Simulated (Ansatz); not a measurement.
Debugging vertical and adiabatic energies of changing the electron count of InSr (Ansatz 0.2.0, Python API).

Input file `insr.xyz`:
```text
2

Sr    0.00000    0.00000    0.00000
In    0.00000    0.00000    3.10000
```

`insr.py`:
```python
'''Vertical and adiabatic ionisation of InSr.'''

import itertools

import ansatz
from ase.data import atomic_numbers, covalent_radii
import numpy as np

BASIS_SET = 'def2-SVP'
FUNCTIONAL = 'pbe'
VDW = 'd4'
NET_CHARGE = 1

mol = ansatz.Crystal.molecule_from_extxyz('insr.xyz')

model = (
    mol.calculation()
    .basis(gaussian=BASIS_SET)
    .functional(FUNCTIONAL, dispersion=VDW)
    .spin('collinear', total=1)
    .hubbard('Sr', 'p', u_eff=4.0)
)
symbols = [site.symbol for site in mol.cartesian_sites]
start = np.array([site.position_ang for site in mol.cartesian_sites], dtype=float)
rep = model.relax(force_tolerance=0.01, max_steps=30).run().report
end = np.array(rep['positions_ang'])

minimum = ansatz.Crystal.molecule()
for symbol, place in zip(symbols, end):
    minimum = minimum.atom(symbol, place.tolist())
ion = (
    minimum.calculation()
    .basis(gaussian=BASIS_SET)
    .functional(FUNCTIONAL, dispersion=VDW)
    .hubbard('Sr', 'p', u_eff=4.0)
    .charge(NET_CHARGE)
)
vertical = ion.run().report
settled = ion.relax(force_tolerance=0.01, max_steps=80).run().report
print(f'vertical ionisation energy   {vertical["free_energy_ev"] - rep["free_energy_ev"]:.3f} eV')
print(f'adiabatic, no zero point     {settled["free_energy_ev"] - rep["free_energy_ev"]:.3f} eV')
print(f'relaxation energy of the ion {vertical["free_energy_ev"] - settled["free_energy_ev"]:.3f} eV')
ionised = np.array(settled['positions_ang'])
# pairs closer than 1.2 times the sum of covalent radii, before or after
radius = [covalent_radii[atomic_numbers[s]] for s in symbols]
span = lambda where, i, j: np.linalg.norm(where[i] - where[j])
bonded = [(i, j) for i, j in itertools.combinations(range(len(symbols)), 2) if min(span(end, i, j), span(ionised, i, j)) < 1.2 * (radius[i] + radius[j])]
print('pair        before    after (A)')
for i, j in bonded:
    print(f'{symbols[i]}{i}-{symbols[j]}{j}'.ljust(10), f'{span(end, i, j):8.4f} {span(ionised, i, j):8.4f}')
```

```console
$ python insr.py
Traceback (most recent call last):
  File "insr.py", line 25, in <module>
    rep = model.relax(force_tolerance=0.01, max_steps=30).run().report
          ~~~~~~~~~~~~~~~~~~~~~~~~~~~~~~~~~~~~~~~~~~~~~~~~~~~^^
  ...
ansatz.RefusalError: invalid value for `basis.gaussian`: such a run doesn't read hamiltonian.hubbard; remove what it names
$ echo $?
1
```
(Library frames cut from the traceback.)

Find the fault and give the corrected script.

The fault: a Hubbard U isn't read in a Gaussian basis. Mended:

Script `insr.py`:
```python
'''Vertical and adiabatic ionisation of InSr.'''

import itertools

import ansatz
from ase.data import atomic_numbers, covalent_radii
import numpy as np

BASIS_SET = 'def2-SVP'
FUNCTIONAL = 'pbe'
VDW = 'd4'
NET_CHARGE = 1

mol = ansatz.Crystal.molecule_from_extxyz('insr.xyz')

model = (
    mol.calculation()
    .basis(gaussian=BASIS_SET)
    .functional(FUNCTIONAL, dispersion=VDW)
    .spin('collinear', total=1)
)
symbols = [site.symbol for site in mol.cartesian_sites]
start = np.array([site.position_ang for site in mol.cartesian_sites], dtype=float)
rep = model.relax(force_tolerance=0.01).run().report
end = np.array(rep['positions_ang'])

minimum = ansatz.Crystal.molecule()
for symbol, place in zip(symbols, end):
    minimum = minimum.atom(symbol, place.tolist())
ion = (
    minimum.calculation()
    .basis(gaussian=BASIS_SET)
    .functional(FUNCTIONAL, dispersion=VDW)
    .charge(NET_CHARGE)
)
vertical = ion.run().report
settled = ion.relax(force_tolerance=0.01, max_steps=80).run().report
print(f'vertical ionisation energy   {vertical["free_energy_ev"] - rep["free_energy_ev"]:.3f} eV')
print(f'adiabatic, no zero point     {settled["free_energy_ev"] - rep["free_energy_ev"]:.3f} eV')
print(f'relaxation energy of the ion {vertical["free_energy_ev"] - settled["free_energy_ev"]:.3f} eV')
ionised = np.array(settled['positions_ang'])
# pairs closer than 1.2 times the sum of covalent radii, before or after
radius = [covalent_radii[atomic_numbers[s]] for s in symbols]
span = lambda where, i, j: np.linalg.norm(where[i] - where[j])
bonded = [(i, j) for i, j in itertools.combinations(range(len(symbols)), 2) if min(span(end, i, j), span(ionised, i, j)) < 1.2 * (radius[i] + radius[j])]
print('pair        before    after (A)')
for i, j in bonded:
    print(f'{symbols[i]}{i}-{symbols[j]}{j}'.ljust(10), f'{span(end, i, j):8.4f} {span(ionised, i, j):8.4f}')
```

With that change:

```console
$ python insr.py
vertical ionisation energy   4.888 eV
adiabatic, no zero point     4.772 eV
relaxation energy of the ion 0.116 eV
pair        before    after (A)
Sr0-In1      3.4411   3.8630
```

Reading the output:
- The energies are electronic: no zero-point or thermal terms, and the basis set is short of its limit. The product may relax into another structure. Each relaxation finds its nearest minimum, which needn't be the lowest.
- def2 sets replace the cores of elements past krypton by effective core potentials.
- The run takes the species as open-shell (spin multiplicity 2), which needn't be its ground state.
- The expectation value of S² is noticeably off S(S+1) in at least one run, so that state is spin-contaminated.
- Only the spin states typed were run; another state of an ion can lie lower, by up to an eV or two.
- The spin state was assumed, and another may lie lower.
- Wall time of the script: 49 s on 1 thread of Arm Neoverse V2, on a shared host, peak memory 0.21 GiB.
